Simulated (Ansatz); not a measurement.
# Ta3Be: the cost of one run

Computed with Ansatz 0.2.0 (DFT PBE, scalar-relativistic, plane waves, PAW, unless a step's input says otherwise).

## 1. The system as given

It takes space group Pm-3m (No. 221, cubic). The conventional cell has a = 3.833 Å, b = 3.833 Å, c = 3.833 Å, α = 90.00°, β = 90.00°, γ = 90.00°. Ta (site symmetry 4/mmm) is surrounded by 8 Ta at 2.71 Å and 4 Be at 2.71 Å. Be (site symmetry m-3m) has 12 Ta at 2.71 Å as nearest neighbours.

Coordinates:

```xyz
4
Lattice="3.8330 0.0000 0.0000 0.0000 3.8330 0.0000 0.0000 0.0000 3.8330" Properties=species:S:1:pos:R:3 pbc="T T T"
Ta    0.0000    1.9165    1.9165
Ta    1.9165    0.0000    1.9165
Ta    1.9165    1.9165    0.0000
Be    0.0000    0.0000    0.0000
```

This is candidate A: Cu3Au (L1_2) type (Pm-3m, No. 221).

(A quick probe on a coarse mesh, which set the mesh and smearing, is not shown.)

## 3. Coarse relaxation (candidate A)

Input file input.yaml:

```yaml
crystal:
  lattice:
    - [3.8329635948, 0.0, 0.0]
    - [0.0, 3.8329635948, 0.0]
    - [0.0, 0.0, 3.8329635948]
  atoms:
    - { symbol: Ta, position: [0.0, 0.5, 0.5] }
    - { symbol: Ta, position: [0.5, 0.0, 0.5] }
    - { symbol: Ta, position: [0.5, 0.5, 0.0] }
    - { symbol: Be, position: [0.0, 0.0, 0.0] }
basis:
  ecutwfc: 420
kpoints:
  mp_grid: { grid: [4, 4, 4] }
hamiltonian:
  xc: pbe
scf:
  occupations: { method: gaussian, width: 0.1 }
  lower_state_search: "off"
output:
  forces: true
  stress: true
  eigenvalues: true
relax:
  adjacent_minimum: "off"
  f_tol: 0.04
  max_steps: 70
  cell: { stress_tol: 0.4 }
```

On the command line:

```
ansatz run input.yaml --threads 1 --pin off --max-ram 2560MiB --backend cpu --events-out ev --progress --plain --runs-dir out
```

What time and memory should one allow on 1 thread of Arm Neoverse V1, shared host?

About 4.2 s, with a peak of 0.3 GiB.
